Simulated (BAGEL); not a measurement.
# HF/STO-3G (density fitting with qzvpp-jkfit) run of C2H4Ge (SMILES C#[C][GeH3])

What is the energy change on altering one bond length of C2H4Ge at HF/STO-3G (density fitting with qzvpp-jkfit)? 

The calculation is run with BAGEL 1.2.2.

9 further runs of the same task are left out: 8 that didn't finish, 1 set aside as unsound or not needed. Runs told in other sessions of the task aren't counted.

## Step 1: The structure to begin with

The species is C2H4Ge (7 atoms), meant as a singlet with charge 0. As SMILES, `C#[C][GeH3]`. The coordinates come from a PBE0-D4/def2-TZVP relaxation.

Bond lengths: C1–C2 1.205 Å, C2–Ge3 1.899 Å, C1–H4 1.066 Å, Ge3–H5 1.533 Å, Ge3–H6 1.533 Å, Ge3–H7 1.533 Å. Angles: C1–C2–Ge3 180.0°, C2–C1–H4 180.0°, C2–Ge3–H5 108.7°, C2–Ge3–H6 108.7°, C2–Ge3–H7 108.7°, H5–Ge3–H6 110.3°, H5–Ge3–H7 110.3°, H6–Ge3–H7 110.3°.

## Step 2: The energy at HF/STO-3G (density fitting with qzvpp-jkfit)

The input, job.json:

```json
{ "bagel": [

{
  "title": "molecule",
  "basis": "sto-3g",
  "df_basis": "qzvpp-jkfit",
  "angstrom": true,
  "geometry": [
    { "atom": "C", "xyz": [      -0.810400,      -1.833500,       0.129100 ] },
    { "atom": "C", "xyz": [      -0.318200,      -0.736700,       0.047700 ] },
    { "atom": "Ge", "xyz": [       0.458400,       0.991600,      -0.081000 ] },
    { "atom": "H", "xyz": [      -1.245800,      -2.803700,       0.201200 ] },
    { "atom": "H", "xyz": [       0.128400,       1.576300,      -1.459100 ] },
    { "atom": "H", "xyz": [      -0.127400,       1.876400,       1.025300 ] },
    { "atom": "H", "xyz": [       1.976100,       0.861500,       0.091000 ] }
  ]
},

{ "title": "hf" },

{ "title": "print", "file": "orbitals.molden", "orbitals": true }

]}
```

On the command line:

```sh
$ BAGEL_NUM_THREADS=1 BAGEL job.json > job.out
```

Output:

```text
* using 1 threads per process

  ===============================================================
  ===============================================================

  *** Geometry ***

  { "atom" : "C", "xyz" : [     -1.531434,     -3.464813,      0.243964 ] },
  { "atom" : "C", "xyz" : [     -0.601311,     -1.392161,      0.090140 ] },
  { "atom" : "Ge", "xyz" : [      0.866250,      1.873852,     -0.153068 ] },
  { "atom" : "H", "xyz" : [     -2.354221,     -5.298225,      0.380213 ] },
  { "atom" : "H", "xyz" : [      0.242641,      2.978775,     -2.757299 ] },
  { "atom" : "H", "xyz" : [     -0.240751,      3.545882,      1.937536 ] },
  { "atom" : "H", "xyz" : [      3.734288,      1.627999,      0.171965 ] },

  Number of auxiliary basis functions:      488

  Since a DF basis is specified, we compute 2- and 3-index integrals:
    o Being stored without compression. Storage requirement is 0.004 GB

  Number of basis functions:       32
  Number of electrons      :       48

    * METHOD: MOLECULE                             0.16

  *** RHF ***

  === Nuclear Repulsion ===
   150.4383953681

      * DIIS with orbital gradients will be used.

  === RHF iteration (sto-3g) ===
      0      -2128.79734487          0.00567801           0.02
      1      -2128.81820305          0.00147136           0.02
      2      -2128.81969290          0.00024728           0.02
      3      -2128.81971658          0.00016598           0.02
      4      -2128.81972293          0.00002133           0.02
      5      -2128.81972324          0.00000236           0.02
      6      -2128.81972325          0.00000038           0.02
      7      -2128.81972325          0.00000005           0.02
      8      -2128.81972325          0.00000001           0.02
    * SCF iteration converged.

    * Permanent dipole moment:
           (   -0.100085,    -0.222454,     0.016580) a.u.

    * METHOD: HF                                   0.31

    * METHOD: PRINT                                0.00

  ===============================================================
```

It took 0.6 s on 1 thread of Arm Neoverse V2, shared host; peak memory 0.08 GiB.

## Step 3: The distorted shape

The input, job.json:

```json
{ "bagel": [

{
  "title": "molecule",
  "basis": "sto-3g",
  "df_basis": "qzvpp-jkfit",
  "angstrom": true,
  "geometry": [
    { "atom": "C", "xyz": [      -1.742326,      -3.907474,       0.283541 ] },
    { "atom": "C", "xyz": [      -1.250126,      -2.810674,       0.202141 ] },
    { "atom": "Ge", "xyz": [       0.458400,       0.991600,      -0.081000 ] },
    { "atom": "H", "xyz": [      -2.177726,      -4.877674,       0.355641 ] },
    { "atom": "H", "xyz": [       0.128400,       1.576300,      -1.459100 ] },
    { "atom": "H", "xyz": [      -0.127400,       1.876400,       1.025300 ] },
    { "atom": "H", "xyz": [       1.976100,       0.861500,       0.091000 ] }
  ]
},

{
  "title": "hf"
},

{
  "title": "print",
  "file": "orbitals.molden",
  "orbitals": true
}

]}
```

On the command line:

```sh
$ BAGEL_NUM_THREADS=1 BAGEL job.json > job.out
```

Output:

```text
* using 1 threads per process

  ===============================================================
  ===============================================================

  *** Geometry ***

  { "atom" : "C", "xyz" : [     -3.292519,     -7.384056,      0.535815 ] },
  { "atom" : "C", "xyz" : [     -2.362396,     -5.311404,      0.381991 ] },
  { "atom" : "Ge", "xyz" : [      0.866250,      1.873852,     -0.153068 ] },
  { "atom" : "H", "xyz" : [     -4.115306,     -9.217468,      0.672064 ] },
  { "atom" : "H", "xyz" : [      0.242641,      2.978775,     -2.757299 ] },
  { "atom" : "H", "xyz" : [     -0.240751,      3.545882,      1.937536 ] },
  { "atom" : "H", "xyz" : [      3.734288,      1.627999,      0.171965 ] },

  Number of auxiliary basis functions:      488

  Since a DF basis is specified, we compute 2- and 3-index integrals:
    o Being stored without compression. Storage requirement is 0.004 GB

  Number of basis functions:       32
  Number of electrons      :       48

    * METHOD: MOLECULE                             0.15

  *** RHF ***

  === Nuclear Repulsion ===
   103.5223933758

      * DIIS with orbital gradients will be used.

  === RHF iteration (sto-3g) ===
      0      -2128.36471190          0.01094339           0.03
      1      -2127.93694828          0.02947159           0.02
      2      -2128.42826224          0.00669479           0.02
      3      -2128.45682553          0.00270894           0.02
      4      -2128.46152564          0.00056311           0.02
      5      -2128.46167225          0.00011694           0.02
      6      -2128.46167152          0.00012816           0.02
      7      -2128.46167700          0.00003036           0.02
      8      -2128.46167726          0.00000239           0.03
      9      -2128.46167727          0.00000033           0.02
     10      -2128.46167727          0.00000011           0.02
     11      -2128.46167727          0.00000008           0.02
     12      -2128.46167727          0.00000006           0.02
     13      -2128.46167727          0.00000004           0.02
     14      -2128.46167727          0.00000002           0.02
     15      -2128.46167727          0.00000001           0.02
    * SCF iteration converged.

    * Permanent dipole moment:
           (   -1.452479,    -3.232575,     0.240685) a.u.

    * METHOD: HF                                   0.48

    * METHOD: PRINT                                0.00

  ===============================================================
```

Run time: 0.77 s. Hardware: 1 thread of Arm Neoverse V2, shared host; peak memory 0.08 GiB.

## Step 4: Results

At HF/STO-3G (density fitting with qzvpp-jkfit):

```
                                                          quantity           value
                                         first shape: total energy  -2128.81972 Eh
                                        first shape: dipole moment          0.62 D
                                          first shape: HOMO energy        -8.69 eV
                                          first shape: LUMO energy        10.22 eV
                                        first shape: HOMO–LUMO gap        18.92 eV
                                     distorted shape: total energy  -2128.46168 Eh
                                    distorted shape: dipole moment          9.03 D
                                      distorted shape: HOMO energy        -4.95 eV
                                      distorted shape: LUMO energy        -0.24 eV
                                    distorted shape: HOMO–LUMO gap         4.72 eV
energy change with the C2–Ge3 bond stretched from 1.899 to 4.178 Å        9.743 eV
```

One bond (distorted shape) is far stretched, which a spin-restricted single reference describes badly; a broken-symmetry solution may lie lower. With the C2–Ge3 bond stretched from 1.899 to 4.178 Å the energy rises by 9.74 eV (225 kcal/mol). The first shape isn't relaxed at this level, so the change isn't measured from a minimum. A restricted reference can't describe the breaking bond well at this length. The minimal basis adds a large error of its own.
